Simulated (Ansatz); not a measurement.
# Ba2Tl5V3O12 (P1) in Ansatz: equation of state

How stiff is Ba2Tl5V3O12 in PBE, and what volume does it want? The cell is scaled to several volumes.

Everything below comes from runs of Ansatz 0.2.0. Logs are shortened: lines on timing, memory, paths and dates and some standing lists are left out, and cuts for length are marked.

## Step 1: The crystal as given

The typed cell holds 22 atoms: a = 6.061 Å, b = 6.112 Å, c = 14.126 Å, α = 95.24°, β = 99.31°, γ = 113.97°.

The cell was built by a generator and needn't be a form met in nature.

## Step 2: Single point, PBE, collinear spin, ferromagnetic start, 19.85 Å³/atom (volume scaled by 0.94)

input.yaml reads:

```yaml
crystal:
  lattice:
    - [5.9203245652, 0.0935406775, -0.4445851554]
    - [-2.5232962657, 5.4291600903, 0.0290055447]
    - [-1.1883848878, -2.0192404376, 13.6377586221]
  atoms:
    - { symbol: Ba, position: [0.88251, 0.01561, 0.4732] }
    - { symbol: Ba, position: [0.57886, 0.79688, 0.88922] }
    - { symbol: V, position: [0.26936, 0.1058, 0.98468], spin: 2.0 }
    - { symbol: V, position: [0.11629, 0.5582, 0.33914], spin: 2.0 }
    - { symbol: V, position: [0.60807, 0.30696, 0.66552], spin: 2.0 }
    - { symbol: Tl, position: [0.48361, 0.28991, 0.38373] }
    - { symbol: Tl, position: [0.08311, 0.07485, 0.74869] }
    - { symbol: Tl, position: [0.77279, 0.89398, 0.17719] }
    - { symbol: Tl, position: [0.29791, 0.66599, 0.60107] }
    - { symbol: Tl, position: [0.97201, 0.46636, 0.0474] }
    - { symbol: O, position: [0.02458, 0.05647, 0.04354] }
    - { symbol: O, position: [0.16369, 0.86975, 0.88754] }
    - { symbol: O, position: [0.33585, 0.37289, 0.93818] }
    - { symbol: O, position: [0.53308, 0.10242, 0.04892] }
    - { symbol: O, position: [0.42674, 0.67762, 0.40063] }
    - { symbol: O, position: [0.95197, 0.64202, 0.41211] }
    - { symbol: O, position: [0.00696, 0.24041, 0.32565] }
    - { symbol: O, position: [0.08373, 0.64865, 0.23032] }
    - { symbol: O, position: [0.8589, 0.33214, 0.61652] }
    - { symbol: O, position: [0.63673, 0.58163, 0.7239] }
    - { symbol: O, position: [0.56343, 0.0992, 0.74423] }
    - { symbol: O, position: [0.34984, 0.20226, 0.56862] }
hamiltonian:
  xc: pbe
  pseudopotentials: { kind: paw }
magnetization:
  spin_polarized: true
kpoints:
  mp_grid: { grid: [5, 5, 2] }
scf:
  occupations: { method: fermi_dirac, width: 0.05 }
output:
  forces: true
  stress: true
  eigenvalues: true
```

Potentials or basis: Ansatz PAW.

The run is started by

```bash
$ ansatz run input.yaml --threads 8 --pin off --max-ram 20480MiB --backend cpu --events-out ev --progress --plain --runs-dir out
```

The log of the run:

```text
Warning: RAYON_NUM_THREADS=8 ignored (pool sized by the plan → 8); use --threads N
Engine: ansatz 0.2.0, aarch64-unknown-linux-gnu
Pseudopotentials: kind: paw
Pseudopotential: Ba, paw, valence charge 10, recommended cutoff 420 eV (normal), Ba.paw.azcp
Pseudopotential: V, paw, valence charge 13, recommended cutoff 420 eV (normal), V.paw.azcp
Pseudopotential: Tl, paw, valence charge 13, recommended cutoff 420 eV (normal), Tl.paw.azcp
Pseudopotential: O, paw, valence charge 6, recommended cutoff 420 eV (normal), O.paw.azcp
Functional definition: PBE
  parameter kappa = 0.804
  parameter beta = 0.06672455060314922
  exchange = pbe_x(kappa = kappa, mu = beta*pi^2/3)
  correlation = pbe_c(beta = beta)
Crystal: 22 atoms, lattice volume = 436.779 Å³
Basis set: ecut = 420 eV, 8501 PW (Γ), exchange–correlation on 80×90×192 points (8 copies of the dense FFT grid, shifted against one another)
Bands: 123, of which v1, the nominal top of the filled ones, is band 98 counted from 1 (97 counted from 0)
Symmetry: 1 space group operations
Space group: P1 (ITA 1), of the structure as read, at distance tolerance 7.6e-5 Å
Magnetic group: BNS 1.1 (UNI 1), of the structure as read, at distance tolerance 7.6e-5 Å
k-points: 26 of 50 (time reversal used)
Non-local potential: Ba, projectors of the file, l = 0: 3, l = 1: 2, l = 2: 2, l = 3: 2
Non-local potential: V, projectors of the file, l = 0: 3, l = 1: 2, l = 2: 3, l = 3: 1
Non-local potential: Tl, projectors of the file, l = 0: 2, l = 1: 2, l = 2: 2, l = 3: 1
Non-local potential: O, projectors of the file, l = 0: 2, l = 1: 2, l = 2: 1
PAW form: soft (Blöchl's): semilocal exchange-correlation on the pseudo side does not see the compensation charge
PAW one-centre angular grid: Ba, 194 points (default); XC on 64 Gauss nodes
[... 30 lines left out ...]
SCF converged after 17 iterations
Magnetization: 0.0000 μB (98.0000 up, 98.0000 down)
Absolute magnetization: 0.0000 μB (∫|ρ↑−ρ↓|, with the PAW one-centre terms)
Spin contamination: 0.0000 ħ² per cell (⟨S²⟩ above its minimum at these occupations)
Per-site moments (μB) at R_I (Å): [(8.274445566217959e-9, 1.0439016092685518), (1.0499936726844437e-8, 1.0628235854592458), (6.4589456386876e-7, 0.6928832270355519), (7.135881082283191e-7, 0.6825560650967177), (8.005984713115653e-7, 0.6980293482181584), (3.21069783945932e-9, 1.0204686291913512), (1.5662039617907204e-9, 1.013731182159455), (1.7131387322232146e-9, 1.0443202740298994), (2.408558658840744e-9, 1.080416400133009), (2.0874444557184147e-9, 1.04369755130148), (-3.319519711394356e-7, 0.707423112918729), (-3.137523260250413e-7, 0.6972664781602399), (-3.2941669433687026e-7, 0.7005247585237311), (-3.7286214955455176e-7, 0.6928832270355519), (-3.5390342640496444e-7, 0.7077375406801363), (-3.739718863944578e-7, 0.6960486859074326), (-3.1508379638483893e-7, 0.7106957488977069), (-4.643150714485691e-7, 0.6825560650967177), (-4.0406505263049325e-7, 0.6980293482181584), (-4.164575358317243e-7, 0.6989577613830877), (-4.4782198039490707e-7, 0.699631071478565), (-3.783247866194759e-7, 0.7075617955813108)]
Free energy (F): -84680.656079 eV
Harris-Foulkes:  -84680.656079 eV  (|F-HF|=1.44e-8)
Internal energy: -84680.656079 eV  (E = F + TS)
E sigma→0 (E₀):  -84680.656079 eV
Fermi energy:    6.991270 eV
--- Per-component energies (eV) ---
  E_band       = -1255.840201
  E_kinetic    = 5117.627690
  E_local      = -17488.962070  (includes V_loc(G=0)·N_el)
  E_nonlocal   = 2129.519067
  E_hartree    = 7015.331684
  E_xc         = -2774.169672
  E_vxc        = -2614.976727  (∫ρ·V_xc dr)
  E_paw        = -66489.960329  (= ΣΔE_a)
  E_vpaw       = -2429.732691  (= ΣTr[D̂ρ^β])
  E_aug_tail   = 0.030075  (compensation charges beyond the density's cutoff)
  E_ewald      = -12190.072524
  E_smearing   = -0.000000  (= −TS)
  E_closure    = 0.000000  (closes the sum)
  Σ components = -84680.656079   (vs F -84680.656079, Δ=0.00e0)
--- Forces (eV/Å), atoms counted from 1 ---
  atom   1  Ba    -0.15082113     0.01142321     0.12007444
  atom   2  Ba     0.13920114     0.04784722     0.00183018
  atom   3  V     -0.10898477     0.03791809     0.28393190
  atom   4  V      0.08896895    -0.01726839     0.04517869
  atom   5  V      0.05412817     0.04162786     0.02817112
  atom   6  Tl     0.14759403    -0.20942355    -0.08890098
[... 14 lines left out ...]
  atom  21  O      0.16012769    -0.87116089     0.83898784
  atom  22  O     -0.61943048    -0.22193279    -0.77356074
  max |Σ_I F_I| component: 2.64e-5 eV/Å
--- Stress (GPa, compression-positive) ---
        5.589858      -0.202149      -0.018905
       -0.202150       5.365361      -0.083561
       -0.018905      -0.083561       5.238503
  P = ⅓ Tr σ = 5.3979 GPa (53.979 kbar)
--- Band table (eV; the first three rows and the last of 52) ---
  k-point 0 ↑: bands = ["-58.1150", "-57.9938", "-57.9523", "-32.1543", "-32.1337", "-32.0827", "-32.0300", "-32.0210", "-31.9693", "-31.9636", "-31.9491", "-31.9291", "-19.9022", "-19.8172", "-11.3446", "-11.1601", "-11.0511", "-11.0198", "-10.8253", "-10.7849", "-10.6547", "-10.6053", "-10.5191", "-10.4898", "-10.4539", "-10.3987", "-5.2090", "-5.1836", "-5.1069", "-5.0625", "-5.0518", "-4.9935", "-4.0895", "-4.0747", "-4.0474", "-4.0229", "-3.9965", "-3.9946", "-3.9643", "-3.9299", "-3.8883", "-3.8716", "-3.8595", "-3.8517", "-3.8406", "-3.8373", "-3.8337", "-3.8208", "-3.8173", "-3.8034", "-3.7945", "-3.7768", "-3.7488", "-3.7230", "-3.7074", "-3.6696", "-3.6601", "0.4885", "0.7084", "0.9528", "1.0753", "1.5440", "1.9715", "2.0461", "2.1746", "2.2152", "2.2746", "2.2832", "2.3242", "2.4117", "2.4338", "2.5212", "2.6009", "2.6949", "2.8854", "2.9589", "3.0615", "3.1448", "3.2102", "3.3714", "3.4546", "3.5490", "3.6061", "3.7049", "3.8174", "3.9898", "4.0401", "4.1682", "4.4034", "4.5007", "4.5595", "4.6267", "4.6945", "4.7291", "4.7898", "4.9478", "5.1952", "5.3177", "8.6504", "8.8518", "8.9751", "9.1486", "9.2288", "9.2576", "9.6658", "9.6922", "9.9902", "10.0552", "10.0914", "10.3114", "10.3436", "10.5430", "10.6785", "10.7545", "10.7819", "10.8536", "10.9472", "11.0267", "11.1980", "11.2869", "11.3448", "11.4732", "11.7874"]
[... 3 lines left out ...]
```

Wall time 86 s (8 threads of Arm Neoverse V2, shared host); peak memory 3.4 GiB.

Results:

```
Free energy            : -84680.6561 eV
Pressure               : 5.4 GPa
Largest force          : 1.382 eV/Å
Band gap on the k mesh : 3.01 eV, indirect (least direct gap 3.03 eV)
Net moment             : 0.00 μB per cell
Absolute moment        : 0.00 μB per cell
```

Caveat: odd divisions of the mesh miss points on the zone boundary, where band edges often lie, so the gap on the mesh can be too wide; the pressure holds a Pulay correction of +0.3 GPa for the finite cutoff; spin-orbit coupling is left out, which as a rule narrows the gap of such compounds by several tenths of an eV; forces of over 1 eV/Å show positions far from the minimum, so gaps and moduli don't describe the material at rest; the starting moments weren't kept.

## Step 3: Single point, PBE, collinear spin, ferromagnetic start, 20.28 Å³/atom (volume scaled by 0.96)

Edit input.yaml of step 2 so:

```diff
@@ -2,5 +2,5 @@
   lattice:
-    - [5.9203245652, 0.0935406775, -0.4445851554]
-    - [-2.5232962657, 5.4291600903, 0.0290055447]
-    - [-1.1883848878, -2.0192404376, 13.6377586221]
+    - [5.9620183655, 0.0941994364, -0.44771614]
+    - [-2.5410665432, 5.4673948718, 0.0292098158]
+    - [-1.1967540712, -2.0334609092, 13.7338023401]
   atoms:
```

Potentials or basis: Ansatz PAW.

The run is started by

```bash
$ ansatz run input.yaml --threads 8 --pin off --max-ram 20480MiB --backend cpu --events-out ev --progress --plain --runs-dir out
```

Wall time 88 s (8 threads of Arm Neoverse V2, shared host); peak memory 3.5 GiB.

The run converged. Its results:

```
Free energy            : -84680.9107 eV
Pressure               : 3.4 GPa
Largest force          : 0.888 eV/Å
Band gap on the k mesh : 3.02 eV, indirect (least direct gap 3.03 eV)
Net moment             : 0.00 μB per cell
Absolute moment        : 0.00 μB per cell
```

Caveat: odd divisions of the mesh miss points on the zone boundary, where band edges often lie, so the gap on the mesh can be too wide; the pressure holds a Pulay correction of +0.3 GPa for the finite cutoff; spin-orbit coupling is left out, which as a rule narrows the gap of such compounds by several tenths of an eV; the starting moments weren't kept.

## Step 4: Single point, PBE, collinear spin, ferromagnetic start, 20.70 Å³/atom (volume scaled by 0.98)

Edit input.yaml of step 3 so:

```diff
@@ -2,5 +2,5 @@
   lattice:
-    - [5.9620183655, 0.0941994364, -0.44771614]
-    - [-2.5410665432, 5.4673948718, 0.0292098158]
-    - [-1.1967540712, -2.0334609092, 13.7338023401]
+    - [6.0031370328, 0.0948491082, -0.4508039351]
+    - [-2.5585916939, 5.5051022349, 0.0294112692]
+    - [-1.2050078084, -2.0474852207, 13.8285212115]
   atoms:
@@ -41 +41,5 @@
   eigenvalues: true
+  write_density: true
+  write_potential: true
+  elf: true
+  volumetric_format: npy
```

The run is started by

```bash
$ ansatz run input.yaml --threads 8 --pin off --max-ram 20480MiB --backend cpu --events-out ev --progress --plain --runs-dir out
```

It took 1.8 min on 8 threads of Arm Neoverse V2, shared host; peak memory 3.7 GiB.

The run converged. Its results:

```
Free energy            : -84681.0552 eV
Pressure               : 1.6 GPa
Largest force          : 0.429 eV/Å
Band gap on the k mesh : 3.02 eV, indirect (least direct gap 3.04 eV)
Net moment             : 0.00 μB per cell
Absolute moment        : 0.00 μB per cell
```

Caveat: odd divisions of the mesh miss points on the zone boundary, where band edges often lie, so the gap on the mesh can be too wide; the pressure holds a Pulay correction of +0.3 GPa for the finite cutoff; spin-orbit coupling is left out, which as a rule narrows the gap of such compounds by several tenths of an eV; the starting moments weren't kept.

## Step 5: Single point, PBE, collinear spin, ferromagnetic start, 21.12 Å³/atom

Edit input.yaml of step 4 so:

```diff
@@ -2,5 +2,5 @@
   lattice:
-    - [6.0031370328, 0.0948491082, -0.4508039351]
-    - [-2.5585916939, 5.5051022349, 0.0294112692]
-    - [-1.2050078084, -2.0474852207, 13.8285212115]
+    - [6.0437, 0.09549, -0.45385]
+    - [-2.57588, 5.5423, 0.02961]
+    - [-1.21315, -2.06132, 13.92196]
   atoms:
```

The run is started by

```bash
$ ansatz run input.yaml --threads 8 --pin off --max-ram 20480MiB --backend cpu --events-out ev --progress --plain --runs-dir out
```

It took 1.8 min on 8 threads of Arm Neoverse V2, shared host; peak memory 3.7 GiB.

It converged, with:

* Free energy: -84681.1016 eV
* Pressure: 0.0 GPa
* Largest force: 0.006 eV/Å
* Band gap on the k mesh: 3.02 eV, indirect (least direct gap 3.03 eV)
* Net moment: 0.00 μB per cell
* Absolute moment: 0.00 μB per cell

Caveat: odd divisions of the mesh miss points on the zone boundary, where band edges often lie, so the gap on the mesh can be too wide; the pressure holds a Pulay correction of +0.3 GPa for the finite cutoff; spin-orbit coupling is left out, which as a rule narrows the gap of such compounds by several tenths of an eV; the starting moments weren't kept.

## Step 6: Single point, PBE, collinear spin, ferromagnetic start, 21.54 Å³/atom (volume scaled by 1.02)

Edit input.yaml of step 5 so:

```diff
@@ -2,5 +2,5 @@
   lattice:
-    - [6.0437, 0.09549, -0.45385]
-    - [-2.57588, 5.5423, 0.02961]
-    - [-1.21315, -2.06132, 13.92196]
+    - [6.0837256698, 0.0961224025, -0.4568557167]
+    - [-2.5929393051, 5.5790050432, 0.0298060984]
+    - [-1.2211843401, -2.0749715237, 14.0141610976]
   atoms:
@@ -41,5 +41 @@
   eigenvalues: true
-  write_density: true
-  write_potential: true
-  elf: true
-  volumetric_format: npy
```

Potentials or basis: Ansatz PAW.

The run is started by

```bash
$ ansatz run input.yaml --threads 8 --pin off --max-ram 20480MiB --backend cpu --events-out ev --progress --plain --runs-dir out
```

Run time: 92 s. Hardware: 8 threads of Arm Neoverse V2, shared host; peak memory 3.7 GiB.

The run converged. Its results:

```
Free energy            : -84681.0594 eV
Pressure               : -1.4 GPa
Largest force          : 0.396 eV/Å
Band gap on the k mesh : 3.02 eV, indirect (least direct gap 3.03 eV)
Net moment             : 0.00 μB per cell
Absolute moment        : 0.00 μB per cell
```

Caveat: odd divisions of the mesh miss points on the zone boundary, where band edges often lie, so the gap on the mesh can be too wide; the pressure holds a Pulay correction of +0.3 GPa for the finite cutoff; spin-orbit coupling is left out, which as a rule narrows the gap of such compounds by several tenths of an eV; the starting moments weren't kept.

## Step 7: Single point, PBE, collinear spin, ferromagnetic start, 21.97 Å³/atom (volume scaled by 1.04)

Edit input.yaml of step 6 so:

```diff
@@ -2,5 +2,5 @@
   lattice:
-    - [6.0837256698, 0.0961224025, -0.4568557167]
-    - [-2.5929393051, 5.5790050432, 0.0298060984]
-    - [-1.2211843401, -2.0749715237, 14.0141610976]
+    - [6.1232314889, 0.0967465915, -0.4598223954]
+    - [-2.6097770451, 5.6152333638, 0.0299996499]
+    - [-1.2291143307, -2.0884457423, 14.1051646936]
   atoms:
```

The run is started by

```bash
$ ansatz run input.yaml --threads 8 --pin off --max-ram 20480MiB --backend cpu --events-out ev --progress --plain --runs-dir out
```

Wall time 90 s (8 threads of Arm Neoverse V2, shared host); peak memory 3.7 GiB.

Results (log left out):

- Free energy: -84680.9374 eV
- Pressure: -2.7 GPa
- Largest force: 0.766 eV/Å
- Band gap on the k mesh: 3.01 eV, indirect (least direct gap 3.02 eV)
- Net moment: 0.00 μB per cell
- Absolute moment: 0.00 μB per cell

Caveat: odd divisions of the mesh miss points on the zone boundary, where band edges often lie, so the gap on the mesh can be too wide; the pressure holds a Pulay correction of +0.3 GPa for the finite cutoff; spin-orbit coupling is left out, which as a rule narrows the gap of such compounds by several tenths of an eV; the starting moments weren't kept.

## Step 8: Single point, PBE, collinear spin, ferromagnetic start, 22.39 Å³/atom (volume scaled by 1.06)

Edit input.yaml of step 7 so:

```diff
@@ -2,5 +2,5 @@
   lattice:
-    - [6.1232314889, 0.0967465915, -0.4598223954]
-    - [-2.6097770451, 5.6152333638, 0.0299996499]
-    - [-1.2291143307, -2.0884457423, 14.1051646936]
+    - [6.1622340149, 0.0973628284, -0.4627512795]
+    - [-2.626400277, 5.6510001457, 0.0301907357]
+    - [-1.2369432955, -2.1017483031, 14.1950089292]
   atoms:
```

The run is started by

```bash
$ ansatz run input.yaml --threads 8 --pin off --max-ram 20480MiB --backend cpu --events-out ev --progress --plain --runs-dir out
```

Wall time 94 s (8 threads of Arm Neoverse V2, shared host); peak memory 3.8 GiB.

It converged, with:

```
Free energy            : -84680.7440 eV
Pressure               : -3.9 GPa
Largest force          : 1.110 eV/Å
Band gap on the k mesh : 3.00 eV, indirect (least direct gap 3.01 eV)
Net moment             : 0.00 μB per cell
Absolute moment        : 0.00 μB per cell
```

Caveat: odd divisions of the mesh miss points on the zone boundary, where band edges often lie, so the gap on the mesh can be too wide; the pressure holds a Pulay correction of +0.3 GPa for the finite cutoff; spin-orbit coupling is left out, which as a rule narrows the gap of such compounds by several tenths of an eV; forces of over 1 eV/Å show positions far from the minimum, so gaps and moduli don't describe the material at rest; the starting moments weren't kept.

## Step 9: Equation of state, PBE, collinear spin, ferromagnetic start

Potentials or basis: Ansatz PAW.

No new run: the results of the series are fitted here.

What came out:

```yaml
Equilibrium_volume: 21.12 Å³/atom
Bulk_modulus_at_fixed_shape_and_positions: 76 GPa
Pressure_derivative_of_the_bulk_modulus: 4.3
```

Energy against volume, from the lowest point:
```csv
volume (Å³/atom),energy (meV/atom)
19.854,20.25
20.276,8.68
20.698,2.11
21.121,0.00
21.543,1.92
21.966,7.47
22.388,16.26
```

Caveat: the cell was scaled at fixed shape and fractional positions, which overstates the stiffness of a crystal with free parameters, most of all of layers and chains. The run has no spin-orbit coupling, so splittings on Ba, Tl are missing.
